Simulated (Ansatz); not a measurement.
**C₂H₃NSi (SMILES CC1=[Si]=N1): single points off equilibrium**

One table from this session's results is given with a row withheld; the runs are named, their logs left out.

Program: Ansatz 0.2.0, Gaussian basis. Level of theory: single points in def2-TZVPP. These are calculated values, not measurements.

Cores are frozen in the correlated methods.

## The starting structure

SMILES `CC1=[Si]=N1`, 7 atoms, charge 0, spin multiplicity 1.

Atoms are counted from 1 here; the program's logs count them from 0.

Bond lengths: C1–C2 1.465 Å, C1–H5 1.140 Å, C1–H6 1.077 Å, C1–H7 1.134 Å, C2–Si3 1.853 Å, C2–N4 1.273 Å, Si3–N4 1.836 Å. Angles: C2–C1–H5 105.8°, C2–C1–H6 107.3°, C2–C1–H7 108.2°, H5–C1–H6 105.6°, H5–C1–H7 113.6°, H6–C1–H7 115.8°, C1–C2–Si3 159.9°, C1–C2–N4 131.0°, Si3–C2–N4 69.1°, C2–Si3–N4 40.4°, C2–N4–Si3 70.6°.

Coordinates:

```xyz
7

C    -0.22360    0.78673   -0.15449
C     0.11218   -0.62246    0.06314
Si    0.07103   -2.46756   -0.10718
N     0.95741   -1.16952    0.84143
H     0.48626    1.38145    0.51119
H     0.05552    1.03031   -1.16626
H    -1.31782    0.93413    0.10406
```

Set-up of the first run:

Contents of run/in.yaml:

```yaml
crystal:
  periodic: [false, false, false]
  atoms:
    - {symbol: C, position_ang: [-0.223600, 0.786728, -0.154488]}
    - {symbol: C, position_ang: [0.112184, -0.622462, 0.063138]}
    - {symbol: Si, position_ang: [0.071034, -2.467558, -0.107180]}
    - {symbol: N, position_ang: [0.957408, -1.169516, 0.841430]}
    - {symbol: H, position_ang: [0.486258, 1.381448, 0.511191]}
    - {symbol: H, position_ang: [0.055516, 1.030312, -1.166257]}
    - {symbol: H, position_ang: [-1.317818, 0.934130, 0.104061]}
basis:
  gaussian: {orbitals: def2-TZVPP}
hamiltonian: {xc: pbe, dispersion: d4}
output: {forces: true}
```

Launch:

```
$ ansatz run in.yaml --threads 2 --pin off --events-out ev --progress --plain --max-ram 3481MiB
```

Steps of the session up to this table: PBE-D4/def2-TZVPP; r2SCAN-D4/def2-TZVPP; PBE0-D4/def2-TZVPP; wB97M-V/def2-TZVPP; CCSD(T)/def2-TZVPP.

One of the session's tables, all rows but one given; the rest of the session is left out.

```
   method  RMS force component (eV/Å)  angle to CCSD(T) forces (°)  dipole (D)
   PBE-D4                       0.732                         11.9        1.98
r2SCAN-D4                       0.755                         11.7        2.05
  PBE0-D4                           ?                            ?           ?
  wB97M-V                       0.825                         20.0        2.02
  CCSD(T)                       0.812                    reference        1.95
```

Estimate the missing values for PBE0-D4.

**Answer.** RMS force component (eV/Å): 0.774; angle to CCSD(T) forces (°): 19.4; dipole (D): 2.01. In the column «RMS force component (eV/Å)» it lies between r2SCAN-D4 (0.755) and CCSD(T) (0.812).
